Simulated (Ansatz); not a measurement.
YNiC2:

```
Y Ni C
1.0
     3.61052    0.00000    0.00000
     0.00000    2.24280    2.99123
     0.00000   -2.24280    2.99123
Y Ni C
1 1 2
Direct
  0.00000 0.00314 0.00314
  0.50000 0.61343 0.61343
  0.50000 0.15059 0.45584
  0.50000 0.45584 0.15059
```

The cell is a database's computed one.

| Property | Result |
| --- | --- |
| Program | Ansatz 0.2.0 |
| Task | relaxation of cell and atoms |
| Functional | revPBE |
| Dispersion | D4 |
| Potentials or basis | Ansatz PAW |
| Cutoff | 420 eV (not typed: the program's choice for these potentials) |
| k mesh | 7 × 8 × 8 |
| Occupations | fermi-dirac, width 0.05 eV |
| Spin | collinear spin, ferromagnetic start |
| Starting moments | [0.0, 1.0, 0.0, 0.0] μB |

At the start: volume 12.11 Å³/atom.

Task: Where does the relaxation end?

Result: It ends after 7 steps and the volume is 11.88 Å³/atom (-1.9 %); space group Amm2 (No. 38, to 0.05 Å); moment 0.00 μB per cell.

The path:
```tsv
step	energy change (eV)	largest force (eV/Å)	volume (Å³)
1	0.0000	0.2094	48.44
2	-0.0145	0.0752	47.59
3	-0.0146	0.0425	47.56
4	-0.0147	0.0061	47.55
5	-0.0137	0.0055	47.55
6	-0.0137	0.0010	47.54
7	-0.0137	0.0009	47.54
```

Final structure:
```xyz
4
Lattice="3.5366 0.0000 0.0000 0.0000 2.2491 2.9883 0.0000 -2.2491 2.9883" Properties=species:S:1:pos:R:3 pbc="T T T"
Y     0.0000    0.0000    0.0176
Ni    1.7683    0.0000    3.6668
C     1.7683   -0.6877    1.8125
C     1.7683    0.6877    1.8125
```

Caveat: the plane-wave basis is chosen anew once the cell has moved, so the energies of steps on either side of that aren't comparable; the PAW data sets come from PBE, with cores solved anew for the run's functional, which leaves a small shift of forces and pressure; the starting moments weren't kept.
